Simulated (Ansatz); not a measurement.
# ClF2H3HfO2: the cost of one run

Program: Ansatz 0.2.0. Level of theory: RKS PBE0/def2-SVP. These are calculated values, not measurements.

## 1. Starting point

Bond lengths: Hf1–O2 2.420 Å, O2–H3 1.010 Å, Hf1–F4 1.980 Å, Hf1–F5 1.979 Å, Hf1–O6 2.069 Å, O6–H7 1.010 Å, Hf1–Cl8 2.820 Å. Angles: Hf1–O2–H3 109.5°, O2–Hf1–F4 109.4°, O2–Hf1–F5 109.5°, O2–Hf1–O6 109.5°, O2–Hf1–Cl8 71.6°, F4–Hf1–F5 109.5°, F4–Hf1–O6 109.5°, F4–Hf1–Cl8 67.2°, F5–Hf1–O6 109.5°, F5–Hf1–Cl8 176.6°, O6–Hf1–Cl8 72.8°, Hf1–O6–H7 109.5°.

Coordinates:

```xyz
9

Hf    0.0000    0.0000    0.0000
O     0.0000    0.0000    2.4200
H    -0.9095   -0.2814    2.7571
F     1.8671    0.0000   -0.6593
F    -0.9326    1.6157   -0.6593
O    -0.9750   -1.6891   -0.6893
H    -1.4296   -2.1548    0.0831
Cl    1.4718   -2.2350    0.8892
H     0.7582   -1.1514    2.1491
```

## 2. Pulling towards end A

Springs on the bonds that form and break draw the guess towards this end; the thresholds are loose.

Input file input.yaml:

```yaml
crystal:
  periodic: [false, false, false]
  atoms:
    - { symbol: Hf, position_ang: [0.0, 0.0, 0.0] }
    - { symbol: O, position_ang: [0.0, 0.0, 2.42] }
    - { symbol: H, position_ang: [-0.9095, -0.2814, 2.7571] }
    - { symbol: F, position_ang: [1.8671, 0.0, -0.6593] }
    - { symbol: F, position_ang: [-0.9326, 1.6157, -0.6593] }
    - { symbol: O, position_ang: [-0.975, -1.6891, -0.6893] }
    - { symbol: H, position_ang: [-1.4296, -2.1548, 0.0831] }
    - { symbol: Cl, position_ang: [1.4718, -2.235, 0.8892] }
    - { symbol: H, position_ang: [0.7582, -1.1514, 2.1491] }
basis:
  gaussian: { orbitals: def2-SVP }
hamiltonian:
  xc: pbe0
relax:
  f_tol: 0.15
  max_steps: 25
  restrain:
    - { distance: [0, 7], at: 3.72, k: 30.0 }
    - { distance: [8, 1], at: 2.21, k: 30.0 }
    - { distance: [0, 1], at: 2.07, k: 30.0 }
    - { distance: [8, 7], at: 1.37, k: 30.0 }
```

On the command line:

```console
$ ansatz run input.yaml --threads 4 --pin off --max-ram 5120MiB --backend cpu --events-out ev --progress --plain --runs-dir out
```

What time and memory should one allow on 4 threads of Arm Neoverse V1, shared host?

About 41 s, with a peak of 0.31 GiB.
